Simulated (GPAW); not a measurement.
# Ti3As (Pm-3n) in GPAW: further runs, part 2 of 2

GPAW 26.7.0. Earlier steps stand in the parts before.

## Step 4: Relaxation of cell and atoms, PBEsol, target pressure 20 GPa, at which the enthalpy is minimised

File run.py:

```python
from ase import Atoms
from ase.filters import FrechetCellFilter
from ase.io import write
from ase.optimize import BFGS
from ase.units import GPa
from gpaw import GPAW, PW, setup_paths

setup_paths.insert(0, '.')

atoms = Atoms(['As', 'As', 'Ti', 'Ti', 'Ti', 'Ti', 'Ti', 'Ti'],
              cell=[[5.021765, 0.0, 0.0],
                    [0.0, 5.021765, 0.0],
                    [0.0, 0.0, 5.021765]],
              scaled_positions=[[0.0, 0.0, 0.0],
                                [0.5, 0.5, 0.5],
                                [0.0, 0.5, 0.75],
                                [0.0, 0.5, 0.25],
                                [0.75, 0.0, 0.5],
                                [0.25, 0.0, 0.5],
                                [0.5, 0.75, 0.0],
                                [0.5, 0.25, 0.0]],
              pbc=True)

calc = GPAW(mode=PW(600),
            xc='PBEsol',
            kpts={'size': (4, 4, 4), 'gamma': True},
            occupations={'name': 'fermi-dirac', 'width': 0.05},
            nbands=73,
            convergence={'density': 1e-05, 'forces': 0.0001},
            maxiter=150,
            txt='gpaw.txt')
atoms.calc = calc
opt = BFGS(FrechetCellFilter(atoms, scalar_pressure=20 * GPa), trajectory='relax.traj', logfile='-')
done = opt.run(fmax=0.02, steps=60)
calc.write('gs.gpw')
write('result.traj', atoms)
print('Converged:', done)
print('Cell:', atoms.cell.cellpar().round(4))
print('Volume:', round(atoms.get_volume(), 4))
print(atoms.get_scaled_positions().round(5))
```

Potentials or basis: PAW data sets generated in the run's folder for this functional, pw.

The run is started by

```console
gpaw-setup -f PBEsol As Ti
OMP_NUM_THREADS=1 python run.py
```

gpaw.txt:

```text
__  _  _
 | _ |_)|_||  |
 |__||  | ||/\| - 26.7.0

Input parameters:
  mode=PW(ecut=600.0),
  convergence={'density': 1e-05, 'forces': 0.0001},
  kpts=MonkhorstPack(size=(4, 4, 4), gamma=True),
  maxiter=150,
  nbands=73,
  occupations=Occupations(name='fermi-dirac', width=0.05),
  xc=XC(name='PBEsol')

Diagonalizing LCAO Hamiltonian
Converting LCAO to pw mode
    .-----------.
   /|           |
  / |           |
 * Ti           |
 |  |    As     |
 |  |           |
 | TTi----Ti----.
 | /     Ti    /
 |/     Ti    /
 As----------*

Atoms  # Å, Bohr magnetons
|   | symbol |        x |        y |        z |    initial magnetic moments |
|---|--------|----------|----------|----------|-----------------------------|
| 0 |     As | 0.000000 | 0.000000 | 0.000000 | ( 0.0000,  0.0000,  0.0000) |
| 1 |     As | 2.510883 | 2.510883 | 2.510883 | ( 0.0000,  0.0000,  0.0000) |
| 2 |     Ti | 0.000000 | 2.510883 | 3.766324 | ( 0.0000,  0.0000,  0.0000) |
| 3 |     Ti | 0.000000 | 2.510883 | 1.255441 | ( 0.0000,  0.0000,  0.0000) |
| 4 |     Ti | 3.766324 | 0.000000 | 2.510883 | ( 0.0000,  0.0000,  0.0000) |
| 5 |     Ti | 1.255441 | 0.000000 | 2.510883 | ( 0.0000,  0.0000,  0.0000) |
| 6 |     Ti | 2.510883 | 3.766324 | 0.000000 | ( 0.0000,  0.0000,  0.0000) |
| 7 |     Ti | 2.510883 | 1.255441 | 0.000000 | ( 0.0000,  0.0000,  0.0000) |

Unit cell  # Å
| periodic |        x |        y |        z |  lengths |    angles |
|----------|----------|----------|----------|----------|-----------|
|      yes | 5.021765 | 0.000000 | 0.000000 | 5.021765 | 90.000000 |
|      yes | 0.000000 | 5.021765 | 0.000000 | 5.021765 | 90.000000 |
|      yes | 0.000000 | 0.000000 | 5.021765 | 5.021765 | 90.000000 |

Number of symmetries: 24
Symmetry operations  # r_c * U_cc + t_c -> r_c
|    | kind |            matrix            |
|----|------|------------------------------|
|  0 |  E   |  1, 0, 0,  0, 1, 0,  0, 0, 1 |
|  1 |  σ   |  1, 0, 0,  0, 1, 0,  0, 0,-1 |
|  2 |  σ   |  1, 0, 0,  0,-1, 0,  0, 0, 1 |
|  3 |  C2  |  1, 0, 0,  0,-1, 0,  0, 0,-1 |
|  4 |  C3  |  0, 1, 0,  0, 0, 1,  1, 0, 0 |
|  5 |  S6  |  0, 1, 0,  0, 0, 1, -1, 0, 0 |
|  6 |  S6  |  0, 1, 0,  0, 0,-1,  1, 0, 0 |
|  7 |  C3  |  0, 1, 0,  0, 0,-1, -1, 0, 0 |
|  8 |  C3  |  0, 0, 1,  1, 0, 0,  0, 1, 0 |
[... 805 lines left out ...]
|  2 |  σ   |  1, 0, 0,  0,-1, 0,  0, 0, 1 |
|  3 |  C2  |  1, 0, 0,  0,-1, 0,  0, 0,-1 |
|  4 |  C3  |  0, 1, 0,  0, 0, 1,  1, 0, 0 |
|  5 |  S6  |  0, 1, 0,  0, 0, 1, -1, 0, 0 |
|  6 |  S6  |  0, 1, 0,  0, 0,-1,  1, 0, 0 |
|  7 |  C3  |  0, 1, 0,  0, 0,-1, -1, 0, 0 |
|  8 |  C3  |  0, 0, 1,  1, 0, 0,  0, 1, 0 |
[... 236 lines left out ...]
       As     Ti

Atoms  # Å, Bohr magnetons
|   | symbol |        x |         y |        z |    initial magnetic moments |
|---|--------|----------|-----------|----------|-----------------------------|
| 0 |     As | 0.000000 | -0.000000 | 0.000000 | ( 0.0000,  0.0000,  0.0000) |
| 1 |     As | 2.385923 |  2.385923 | 2.385923 | ( 0.0000,  0.0000,  0.0000) |
| 2 |     Ti | 0.000000 |  2.385923 | 3.578884 | ( 0.0000,  0.0000,  0.0000) |
| 3 |     Ti | 0.000000 |  2.385923 | 1.192961 | ( 0.0000,  0.0000,  0.0000) |
| 4 |     Ti | 3.578884 | -0.000000 | 2.385923 | ( 0.0000,  0.0000,  0.0000) |
| 5 |     Ti | 1.192961 | -0.000000 | 2.385923 | ( 0.0000,  0.0000,  0.0000) |
| 6 |     Ti | 2.385923 |  3.578884 | 0.000000 | ( 0.0000,  0.0000,  0.0000) |
| 7 |     Ti | 2.385923 |  1.192961 | 0.000000 | ( 0.0000,  0.0000,  0.0000) |

Unit cell  # Å
| periodic |         x |         y |         z |  lengths |    angles |
|----------|-----------|-----------|-----------|----------|-----------|
|      yes |  4.771845 | -0.000000 | -0.000000 | 4.771845 | 90.000000 |
|      yes |  0.000000 |  4.771845 |  0.000000 | 4.771845 | 90.000000 |
|      yes | -0.000000 | -0.000000 |  4.771845 | 4.771845 | 90.000000 |

Number of symmetries: 24
Symmetry operations  # r_c * U_cc + t_c -> r_c
|    | kind |            matrix            |
|----|------|------------------------------|
|  0 |  E   |  1, 0, 0,  0, 1, 0,  0, 0, 1 |
|  1 |  σ   |  1, 0, 0,  0, 1, 0,  0, 0,-1 |
|  2 |  σ   |  1, 0, 0,  0,-1, 0,  0, 0, 1 |
|  3 |  C2  |  1, 0, 0,  0,-1, 0,  0, 0,-1 |
|  4 |  C3  |  0, 1, 0,  0, 0, 1,  1, 0, 0 |
|  5 |  S6  |  0, 1, 0,  0, 0, 1, -1, 0, 0 |
|  6 |  S6  |  0, 1, 0,  0, 0,-1,  1, 0, 0 |
|  7 |  C3  |  0, 1, 0,  0, 0,-1, -1, 0, 0 |
|  8 |  C3  |  0, 0, 1,  1, 0, 0,  0, 1, 0 |
[... 149 lines left out ...]
SCF iterations
|iter     | |      energy | eigst |  dens |force |
|---------|-|-------------|-------|-------|------|
|iter:   1| |  -56.893562 | -1.55 |       |      |
|iter:   2| |  -56.892038 | -3.01 | -2.36 |      |
|iter:   3| |  -56.884693c| -3.25 | -2.41 |      |
|iter:   4| |  -56.884699c| -4.55 | -3.12 |      |
|iter:   5| |  -56.884740c| -5.67 | -3.49 |      |
|iter:   6| |  -56.884737c| -6.39 | -3.93 |      |
|iter:   7| |  -56.884737c| -7.61c| -4.81 |      |
|iter:   8| |  -56.884737c| -8.19c| -5.12c|      |
|iter:   9| |  -56.884737c| -8.31c| -5.50c|-3.49 |
|iter:  10| |  -56.884737c| -8.91c| -6.37c|-4.50c|

Converged in 10 steps
Energy contributions relative to reference atoms: (reference = -262105.372045)

Energy contributions:
  Kinetic:         112.902809
  Coulomb:         -87.447138
  Zero:             -0.354872
  External:          0.000000
  Xc:              -81.932733
  Entropy:          -0.105606
  Spinorbit:         0.000000
  ----------------------------
  Free energy:     -56.937540
  Extrapolated:    -56.884737
[... 38 lines left out ...]
Forces  # eV/Ang
|        x |        y |        z |
|----------|----------|----------|
|  0.00000 |  0.00000 |  0.00000 |  # As   0
|  0.00000 |  0.00000 |  0.00000 |  # As   1
|  0.00000 |  0.00000 | -0.00001 |  # Ti   2
|  0.00000 |  0.00000 |  0.00001 |  # Ti   3
| -0.00001 |  0.00000 |  0.00000 |  # Ti   4
|  0.00001 | -0.00000 |  0.00000 |  # Ti   5
|  0.00000 | -0.00001 |  0.00000 |  # Ti   6
|  0.00000 |  0.00001 |  0.00000 |  # Ti   7

# Writing to gs.gpw (mode='')
```

stdout:

```text
Step          Energy          fmax
BFGS:    0      -41.884182        2.470611
BFGS:    1      -42.128848        2.280804
BFGS:    2      -43.113454        1.124854
BFGS:    3      -43.364678        0.139898
BFGS:    4      -43.373824        0.007455
Converged: True
Cell: [ 4.7718  4.7718  4.7718 90.     90.     90.    ]
Volume: 108.6573
[[0.   0.   0.  ]
 [0.5  0.5  0.5 ]
 [0.   0.5  0.75]
 [0.   0.5  0.25]
 [0.75 0.   0.5 ]
 [0.25 0.   0.5 ]
 [0.5  0.75 0.  ]
 [0.5  0.25 0.  ]]
```

It took 4.7 min on 1 thread of Arm Neoverse V2, shared host; peak memory 0.36 GiB.

What came out:

```
Free energy                                            : -56.9375 eV
Relaxed volume                                         : 13.58 Å³/atom
Relaxed cell                                           : a = 4.772 Å, b = 4.772 Å, c = 4.772 Å, α = 90.00°, β = 90.00°, γ = 90.00°
Space group after relaxing (to 0.05 Å)                 : Pm-3n (No. 223)
Energy change on relaxing (the enthalpy is what falls) : +94.0 meV/atom
Ionic steps                                            : 5
Pressure after relaxing                                : 19.9 GPa
Band gap on the k mesh                                 : none (metal or under the smearing width)
```

Step by step:
| step | energy change (eV) | largest force (eV/Å) | pressure (GPa) | volume (Å³) |
| --- | --- | --- | --- | --- |
| 1 | 0.0000 | 0.0000 | -5.01 | 126.64 |
| 2 | -0.0368 | 0.0000 | -3.39 | 124.97 |
| 3 | 0.1056 | 0.0000 | 7.57 | 115.94 |
| 4 | 0.8695 | 0.0000 | 21.66 | 107.78 |
| 5 | 0.7518 | 0.0000 | 19.91 | 108.66 |

Final structure:
```xyz
8
Lattice="4.7718 0.0000 0.0000 0.0000 4.7718 0.0000 0.0000 0.0000 4.7718" Properties=species:S:1:pos:R:3 pbc="T T T"
As    0.0000    0.0000    0.0000
As    2.3859    2.3859    2.3859
Ti    0.0000    2.3859    3.5789
Ti    0.0000    2.3859    1.1930
Ti    3.5789    0.0000    2.3859
Ti    1.1930    0.0000    2.3859
Ti    2.3859    3.5789    0.0000
Ti    2.3859    1.1930    0.0000
```

Levels at points of the mesh, in eV from the Fermi level:
| k point | band 37 | band 38 | band 39 | band 40 | band 41 | band 42 | band 43 | band 44 | band 45 | band 46 |
| --- | --- | --- | --- | --- | --- | --- | --- | --- | --- | --- |
| (0.00, 0.00, 0.00) | -1.82 | -1.52 | -0.74 | -0.33 | -0.33 | -0.33 | 0.49 | 0.49 | 1.24 | 2.89 |
| (0.50, 0.00, 0.00) | -0.86 | -0.86 | -0.64 | -0.64 | -0.45 | -0.45 | -0.07 | -0.07 | 2.01 | 2.01 |
| (0.50, 0.50, 0.00) | -1.03 | -0.31 | -0.11 | 0.37 | 0.37 | 0.87 | 0.87 | 1.00 | 1.01 | 1.01 |
| (0.50, 0.50, 0.50) | -1.12 | -1.12 | 0.41 | 0.41 | 0.41 | 0.41 | 0.54 | 0.54 | 0.54 | 0.54 |

Caveat: later steps reuse the first step's grids.

## Step 5: Relaxation of cell and atoms, PBEsol, target pressure 30 GPa, at which the enthalpy is minimised

Changes to run.py since step 4:

```diff
@@ -32,3 +32,3 @@
 atoms.calc = calc
-opt = BFGS(FrechetCellFilter(atoms, scalar_pressure=20 * GPa), trajectory='relax.traj', logfile='-')
+opt = BFGS(FrechetCellFilter(atoms, scalar_pressure=30 * GPa), trajectory='relax.traj', logfile='-')
 done = opt.run(fmax=0.02, steps=60)
```

Potentials or basis: PAW data sets generated in the run's folder for this functional, pw.

The run is started by

```console
gpaw-setup -f PBEsol As Ti
OMP_NUM_THREADS=1 python run.py
```

gpaw.txt:

```text
__  _  _
 | _ |_)|_||  |
 |__||  | ||/\| - 26.7.0

Input parameters:
  mode=PW(ecut=600.0),
  convergence={'density': 1e-05, 'forces': 0.0001},
  kpts=MonkhorstPack(size=(4, 4, 4), gamma=True),
  maxiter=150,
  nbands=73,
  occupations=Occupations(name='fermi-dirac', width=0.05),
  xc=XC(name='PBEsol')

Diagonalizing LCAO Hamiltonian
Converting LCAO to pw mode
    .-----------.
   /|           |
  / |           |
 * Ti           |
 |  |    As     |
 |  |           |
 | TTi----Ti----.
 | /     Ti    /
 |/     Ti    /
 As----------*

Atoms  # Å, Bohr magnetons
|   | symbol |        x |        y |        z |    initial magnetic moments |
|---|--------|----------|----------|----------|-----------------------------|
| 0 |     As | 0.000000 | 0.000000 | 0.000000 | ( 0.0000,  0.0000,  0.0000) |
| 1 |     As | 2.510883 | 2.510883 | 2.510883 | ( 0.0000,  0.0000,  0.0000) |
[... 836 lines left out ...]
|  5 |  S6  |  0, 1, 0,  0, 0, 1, -1, 0, 0 |
|  6 |  S6  |  0, 1, 0,  0, 0,-1,  1, 0, 0 |
|  7 |  C3  |  0, 1, 0,  0, 0,-1, -1, 0, 0 |
|  8 |  C3  |  0, 0, 1,  1, 0, 0,  0, 1, 0 |
[... 686 lines left out ...]
SCF iterations
|iter     | |      energy | eigst |  dens |force |
|---------|-|-------------|-------|-------|------|
|iter:   1| |  -56.147141 | -2.50 |       |      |
|iter:   2| |  -56.147035 | -4.26 | -2.91 |      |
|iter:   3| |  -56.146539c| -4.34 | -2.96 |      |
|iter:   4| |  -56.146548c| -5.71 | -3.68 |      |
|iter:   5| |  -56.146555c| -6.86 | -4.06 |      |
|iter:   6| |  -56.146554c| -7.60c| -4.56 |      |
|iter:   7| |  -56.146554c| -8.25c| -5.38c|      |
|iter:   8| |  -56.146554c| -8.67c| -5.73c|-3.41 |
|iter:   9| |  -56.146554c| -9.12c| -6.17c|-4.23c|

Converged in 9 steps
Energy contributions relative to reference atoms: (reference = -262105.372045)

Energy contributions:
  Kinetic:         135.449639
  Coulomb:        -103.895283
  Zero:             -0.418133
  External:          0.000000
  Xc:              -87.233294
  Entropy:          -0.098965
  Spinorbit:         0.000000
  ----------------------------
  Free energy:     -56.196036
  Extrapolated:    -56.146554
[... 38 lines left out ...]
Forces  # eV/Ang
|        x |        y |        z |
|----------|----------|----------|
|  0.00000 | -0.00000 |  0.00000 |  # As   0
|  0.00000 | -0.00000 |  0.00000 |  # As   1
| -0.00000 |  0.00000 | -0.00000 |  # Ti   2
|  0.00000 |  0.00000 |  0.00000 |  # Ti   3
| -0.00000 |  0.00000 |  0.00000 |  # Ti   4
|  0.00000 | -0.00000 | -0.00000 |  # Ti   5
|  0.00000 | -0.00000 |  0.00000 |  # Ti   6
| -0.00000 |  0.00000 | -0.00000 |  # Ti   7

# Writing to gs.gpw (mode='')
```

stdout:

```text
Step          Energy          fmax
BFGS:    0      -33.979967        3.458638
BFGS:    1      -34.461174        3.173583
BFGS:    2      -35.956693        1.937664
BFGS:    3      -36.670349        0.559848
BFGS:    4      -36.715535        0.046202
BFGS:    5      -36.717200        0.001009
Converged: True
Cell: [ 4.7031  4.7031  4.7031 90.     90.     90.    ]
Volume: 104.0285
[[0.   0.   0.  ]
 [0.5  0.5  0.5 ]
 [0.   0.5  0.75]
 [0.   0.5  0.25]
 [0.75 0.   0.5 ]
 [0.25 0.   0.5 ]
 [0.5  0.75 0.  ]
 [0.5  0.25 0.  ]]
```

It took 5.5 min on 1 thread of Arm Neoverse V2, shared host; peak memory 0.34 GiB.

What came out:

```yaml
Free_energy: -56.1960 eV
Relaxed_volume: 13.00 Å³/atom
Relaxed_cell: a = 4.703 Å, b = 4.703 Å, c = 4.703 Å, α = 90.00°, β = 90.00°, γ = 90.00°
Space_group_after_relaxing_to_0.05_Å: Pm-3n (No. 223)
Energy_change_on_relaxing_the_enthalpy_is_what_falls: +186.3 meV/atom
Ionic_steps: 6
Pressure_after_relaxing: 30.0 GPa
Band_gap_on_the_k_mesh: none (metal or under the smearing width)
```

The path:
| step | energy change (eV) | largest force (eV/Å) | pressure (GPa) | volume (Å³) |
| --- | --- | --- | --- | --- |
| 1 | 0.0000 | 0.0000 | -5.01 | 126.64 |
| 2 | -0.0459 | 0.0000 | -2.72 | 124.31 |
| 3 | 0.1402 | 0.0000 | 8.47 | 115.33 |
| 4 | 0.9829 | 0.0000 | 23.29 | 107.00 |
| 5 | 1.5367 | 0.0000 | 30.57 | 103.79 |
| 6 | 1.4900 | 0.0000 | 29.99 | 104.03 |

Final structure:
```
As Ti
1.0
     4.70310    0.00000    0.00000
     0.00000    4.70310    0.00000
     0.00000    0.00000    4.70310
As Ti
2 6
Direct
  0.00000 0.00000 0.00000
  0.50000 0.50000 0.50000
  0.00000 0.50000 0.75000
  0.00000 0.50000 0.25000
  0.75000 0.00000 0.50000
  0.25000 0.00000 0.50000
  0.50000 0.75000 0.00000
  0.50000 0.25000 0.00000
```

Levels at points of the mesh, in eV from the Fermi level:
```
           k point  band 38  band 39  band 40  band 41  band 42  band 43  band 44  band 45
(0.00, 0.00, 0.00)    -1.53    -0.83    -0.37    -0.37    -0.37     0.50     0.50     1.53
(0.50, 0.00, 0.00)    -0.92    -0.71    -0.71    -0.51    -0.51    -0.03    -0.03     2.11
(0.50, 0.50, 0.00)    -0.31    -0.06     0.37     0.37     0.86     0.86     1.00     1.06
(0.50, 0.50, 0.50)    -1.20     0.38     0.38     0.38     0.38     0.57     0.57     0.57
```

Caveat: later steps reuse the first step's grids; the volume moved by over 15 % at a fixed basis, so the end points are rough.

## Step 6: Summary

| cell | target pressure | gap on the mesh (eV) | pressure (GPa) |
| --- | --- | --- | --- |
| relaxed to 5 GPa | 5 GPa | none | 5.0 |
| relaxed to 10 GPa | 10 GPa | none | 10.0 |
| relaxed to 20 GPa | 20 GPa | none | 19.9 |
| relaxed to 30 GPa | 30 GPa | none | 30.0 |

Alike in all rows: task relaxation of cell and atoms; level PBEsol; potentials or basis PAW data sets generated in the run's folder for this functional, pw; no spin polarisation; k mesh 4 × 4 × 4; cutoff (eV) 600; smearing fermi-dirac 0.05 eV.

Caveats: later steps reuse the first step's grids; the volume moved by over 15 % at a fixed basis, so the end points are rough (some runs).

Total energies depend on the potentials used, so only differences within one code and one set of settings carry meaning.
